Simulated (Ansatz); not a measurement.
# Sr4NbO: the cost of one run

Computed with Ansatz 0.2.0 (DFT PBE, scalar-relativistic, plane waves, PAW, unless a step's input says otherwise).

1 further run of the same task is left out (set aside as unsound or not needed).

### Step 1. The system as given

The structure is cubic, space group F-43m (No. 216). Conventional cell: a = 8.068 Å, b = 8.068 Å, c = 8.068 Å, α = 90.00°, β = 90.00°, γ = 90.00°. Sr (site symmetry 3m) has 6 Sr at 2.84 to 2.86 Å and 3 O at 3.34 Å as nearest neighbours. Nb (site symmetry -43m) is surrounded by 12 Sr at 3.35 Å and 4 O at 3.49 Å. Around O (site symmetry -43m) lie 12 Sr at 3.34 Å and 4 Nb at 3.49 Å.

Structure file:

```cif
data_structure
_symmetry_space_group_name_H-M 'P 1'
_symmetry_Int_Tables_number 1
_cell_length_a 5.7049
_cell_length_b 5.7049
_cell_length_c 5.7049
_cell_angle_alpha 60.000
_cell_angle_beta 60.000
_cell_angle_gamma 60.000
_cell_volume 131.29
loop_
_atom_site_label
_atom_site_type_symbol
_atom_site_fract_x
_atom_site_fract_y
_atom_site_fract_z
_atom_site_occupancy
Sr1 Sr 0.87381 0.37540 0.37540 1
Sr2 Sr 0.37540 0.37540 0.37540 1
Sr3 Sr 0.37540 0.87381 0.37540 1
Sr4 Sr 0.37540 0.37540 0.87381 1
Nb1 Nb 0.00000 0.00000 0.00000 1
O1 O 0.75000 0.75000 0.75000 1
```

A structure generator made this guess: species swapped into a database cell of CeSmFe4 (F-43m, No. 216), with O on the Ce sites, Nb on the Sm sites and Sr on the Fe sites. The dimensions are guesses.

### Step 2. A first look at the guess

Input file input.yaml:

```yaml
crystal:
  lattice:
    - [0.0, 4.03396047, 4.03396047]
    - [4.03396047, 0.0, 4.03396047]
    - [4.03396047, 4.03396047, 0.0]
  atoms:
    - { symbol: Sr, position: [0.87381402, 0.37539533, 0.37539533] }
    - { symbol: Sr, position: [0.37539533, 0.37539533, 0.37539533] }
    - { symbol: Sr, position: [0.37539533, 0.87381402, 0.37539533] }
    - { symbol: Sr, position: [0.37539533, 0.37539533, 0.87381402] }
    - { symbol: Nb, position: [0.0, 0.0, 0.0] }
    - { symbol: O, position: [0.75, 0.75, 0.75] }
basis:
  ecutwfc: 420
kpoints:
  mp_grid: { grid: [4, 4, 4] }
hamiltonian:
  xc: pbe
scf:
  occupations: { method: gaussian, width: 0.1 }
  lower_state_search: "off"
output:
  forces: true
  stress: true
  eigenvalues: true
```

Launch:

```
ansatz run input.yaml --threads 1 --pin off --max-ram 2560MiB --backend cpu --events-out ev --progress --plain --runs-dir out
```

**Question.** How long does this run take on 1 thread of AMD EPYC 9R45 (Zen 5), shared host, and how much memory does it need?

About 1.5 s, with a peak of 0.4 GiB.
